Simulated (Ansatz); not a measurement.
# CH4Cl3FSi: the cost of one run

Program: Ansatz 0.2.0. Level of theory: UKS PBE-D4/STO-3G. These are calculated values, not measurements.

## 1. Starting point

Bond lengths: Si1–F2 2.005 Å, Si1–Cl3 2.016 Å, Si1–Cl4 2.017 Å, Si1–Cl5 2.084 Å, Si1–C7 2.174 Å, C7–H8 1.085 Å, C7–H9 1.085 Å, C7–H10 1.103 Å. Angles (14 of 16 angles, heavy atoms first): F2–Si1–Cl3 86.7°, F2–Si1–Cl4 85.9°, F2–Si1–Cl5 165.1°, F2–Si1–C7 73.7°, Cl3–Si1–Cl4 122.3°, Cl3–Si1–Cl5 101.0°, Cl3–Si1–C7 115.3°, Cl4–Si1–Cl5 100.3°, Cl4–Si1–C7 117.0°, Cl5–Si1–C7 91.5°, Si1–C7–H8 103.9°, Si1–C7–H9 99.4°, Si1–C7–H10 133.2°, H8–C7–H9 108.5°.

Coordinates:

```xyz
10

Si   -0.7536    0.0603   -0.6985
F    -0.8468   -1.5485    0.4942
Cl   -0.5246   -1.2317   -2.2292
Cl   -2.5651    0.5383    0.0481
Cl   -0.2417    1.8598   -1.6174
H     0.1198   -0.9123    0.8219
C     0.9404    0.2054    0.6559
H     0.7192    1.0812    1.2577
H     1.7156    0.4649   -0.0582
H     1.4368   -0.5174    1.3256
```

## 2. Run 1

150 steps of 0.5 fs at constant energy, with velocities drawn for 600 K.

Contents of input.yaml:

```yaml
crystal:
  periodic: [false, false, false]
  atoms:
    - { symbol: Si, position_ang: [-0.7536, 0.0603, -0.6985] }
    - { symbol: F, position_ang: [-0.8468, -1.5485, 0.4942] }
    - { symbol: Cl, position_ang: [-0.5246, -1.2317, -2.2292] }
    - { symbol: Cl, position_ang: [-2.5651, 0.5383, 0.0481] }
    - { symbol: Cl, position_ang: [-0.2417, 1.8598, -1.6174] }
    - { symbol: H, position_ang: [0.1198, -0.9123, 0.8219] }
    - { symbol: C, position_ang: [0.9404, 0.2054, 0.6559] }
    - { symbol: H, position_ang: [0.7192, 1.0812, 1.2577] }
    - { symbol: H, position_ang: [1.7156, 0.4649, -0.0582] }
    - { symbol: H, position_ang: [1.4368, -0.5174, 1.3256] }
magnetization:
  spin_polarized: true
basis:
  gaussian: { orbitals: STO-3G }
hamiltonian:
  xc: pbe
  dispersion: d4
md:
  timestep: 0.5
  n_steps: 150
  ensemble: nve
  temperature: 600.0
  initial_velocities: maxwell_boltzmann
  seed: 586857
```

Launch:

```bash
> ansatz run input.yaml --threads 1 --pin off --max-ram 2048MiB --backend cpu --events-out ev --progress --plain --runs-dir out
```

**Question.** How long does this run take on 1 thread of Intel Xeon 6975P-C (Granite Rapids), shared host, and how much memory does it need?

About 6 min, with a peak of 0.15 GiB.
